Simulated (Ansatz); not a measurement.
I need Fermi-surface readings of BiSbPd2, space group P-6m2. Use the Ansatz DFT code, driven from Python. Level of theory: LDA, PAW, the default cutoff (420 eV here), 6×6×4 k-points, Fermi-Dirac smearing of 0.1 eV.

```
Sb Bi Pd
1.0
     4.19009    0.00000    0.00000
    -2.09504    3.62872    0.00000
     0.00000    0.00000    5.69250
Sb Bi Pd
1 1 2
Direct
  0.66667 0.33333 0.00000
  0.00000 0.00000 0.50000
  0.33333 0.66667 0.75651
  0.33333 0.66667 0.24349
```

`run_fermi.py`
```python
import logging
import sys

import ansatz as az

logging.basicConfig(stream=sys.stdout, format='[%(levelname)s] %(message)s')
logger = logging.getLogger('calc')
logger.setLevel(logging.INFO)

FUNCTIONAL = 'LDA'
KMESH = (6, 6, 4)
SMEARING = 'fermi_dirac'
SIGMA = 0.1


def main() -> None:
    bisbpd2 = (
        az.Lattice.from_parameters(4.19008621, 4.19008621, 5.69250265, alpha=90, beta=90, gamma=120)
        .space_group(187)
        .atom('Sb', (2 / 3, 1 / 3, 0.0))
        .atom('Bi', (0.0, 0.0, 0.5))
        .atom('Pd', (1 / 3, 2 / 3, 0.75651219))
    )

    calculation = (
        bisbpd2.calculation()
        .functional(FUNCTIONAL)
        .kpoints(*KMESH)
        .occupations(SMEARING, width=SIGMA)
        .eigenstates(nscf_kmesh=(8, 8, 6), level_slopes=True)
    )
    surface = calculation.run().fermi_surface().to_plain()
    for way, reading in surface.items():
        if reading:
            rho_lambda = [f'{v:.3e}' for v in reading['resistivity_times_mean_free_path_ohm_m2']]
            logger.info(f'{way:24s} area {reading["spin_summed_area_per_ang2"]:8.3f} 1/A^2  rho*lambda (ohm m^2) {rho_lambda}')


if __name__ == '__main__':
    main()
```

```console
$ python run_fermi.py
DeckWarning: basis.ecutwfc = 420 eV, auto-derived from the records' recommended cutoffs: set by Sb (normal level)
[INFO] by_tetrahedra            area   30.842 1/A^2  rho*lambda (ohm m^2) ['9.787e-16', '9.787e-16', '1.017e-15']
[INFO] by_slopes                area   27.419 1/A^2  rho*lambda (ohm m^2) ['1.085e-15', '1.085e-15', '1.180e-15']
[INFO] on_every_second_point    area   22.034 1/A^2  rho*lambda (ohm m^2) ['1.263e-15', '1.263e-15', '1.728e-15']
```
(Warnings from the package without file and line.)

Reading the output:
- For a metal this k-point mesh is coarse: on a finer one energies can move by several to tens of meV an atom and pressures by half a GPa or more, differences at one mesh by less.
- Spin-orbit coupling, which matters for elements this heavy, is left out.
- This cell is a computed structure, which may not be the phase found in nature.
- The three readings differ by the mesh error.
- It ran for 19 s on 1 thread of Arm Neoverse V2, with other jobs on the host, peak memory 0.42 GiB.

(Lines on the test bed's own set-up are left out of the output.)
